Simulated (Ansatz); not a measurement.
# C2H4FIn: basis-set convergence

One table from this session's results is given with a row withheld; the runs are named, their logs left out.

Computed with Ansatz 0.2.0, Gaussian basis. Level: one geometry, several basis sets.

The runs, in order: PBE0-D4/def2-SVP; ωB97M-V/def2-SVP; PBE0-D4/def2-QZVPP; ωB97M-V/def2-QZVPP; the functionals' def2-TZVPP values are taken from earlier runs.

## The geometry

All runs share one geometry, relaxed beforehand with PBE0-D4 in a triple-zeta def2 set. In takes the def2 core potential; no spin-orbit term is included.

SMILES `C=[CH][InH][F]`, 8 atoms, charge 0, spin multiplicity 1.

Atoms are counted from 1 here; the program's logs count them from 0.

Bond lengths: C1–C2 1.331 Å, C1–H5 1.086 Å, C1–H6 1.089 Å, C2–In3 2.109 Å, C2–H7 1.087 Å, In3–F4 1.972 Å, In3–H8 1.699 Å. Angles: C2–C1–H5 121.9°, C2–C1–H6 121.8°, H5–C1–H6 116.4°, C1–C2–In3 118.5°, C1–C2–H7 119.4°, In3–C2–H7 122.1°, C2–In3–F4 104.9°, C2–In3–H8 144.1°, F4–In3–H8 111.0°.

The first run:

Contents of in.yaml:

```yaml
crystal:
  periodic: [false, false, false]
  atoms:
    - {symbol: C, position_ang: [-0.912175, 1.085741, -0.028606]}
    - {symbol: C, position_ang: [0.359803, 0.746589, -0.222635]}
    - {symbol: In, position_ang: [0.919058, -1.266879, 0.063224]}
    - {symbol: F, position_ang: [-0.745702, -2.184547, 0.589011]}
    - {symbol: H, position_ang: [-1.660629, 0.357230, 0.270403]}
    - {symbol: H, position_ang: [-1.259373, 2.108970, -0.160984]}
    - {symbol: H, position_ang: [1.075455, 1.507695, -0.521423]}
    - {symbol: H, position_ang: [2.223553, -2.354810, 0.011010]}
basis:
  gaussian: {orbitals: def2-SVP}
hamiltonian: {xc: pbe0, dispersion: d4}
output: {orbitals: {seedname: orbitals}}
```

Launch:

```console
$ ansatz run in.yaml --threads 2 --pin off --events-out ev --progress --plain --max-ram 32768MiB --backend cpu
```

Among the steps run: PBE0-D4 in def2-SVP; ωB97M-V in def2-SVP; PBE0-D4 in def2-QZVPP; ωB97M-V in def2-QZVPP.

One table of the session follows, with a row left open; its other results are not shown here.

It belongs to the step «Functionals by basis». 

| functional | basis | HOMO (eV) | LUMO (eV) |
| --- | --- | --- | --- |
| PBE0-D4 | def2-SVP | -8.10 | -1.62 |
| PBE0-D4 | def2-TZVPP | -8.19 | -1.74 |
| PBE0-D4 | def2-QZVPP | ? | ? |
| ωB97M-V | def2-SVP | -10.25 | 0.08 |
| ωB97M-V | def2-TZVPP | -10.36 | -0.15 |
| ωB97M-V | def2-QZVPP | -10.39 | -0.22 |

**Question.** Estimate the row for PBE0-D4, def2-QZVPP.

**Answer.** HOMO (eV): -8.21; LUMO (eV): -1.77. In the column «HOMO (eV)» it lies between ωB97M-V, def2-SVP (-10.25) and PBE0-D4, def2-TZVPP (-8.19).
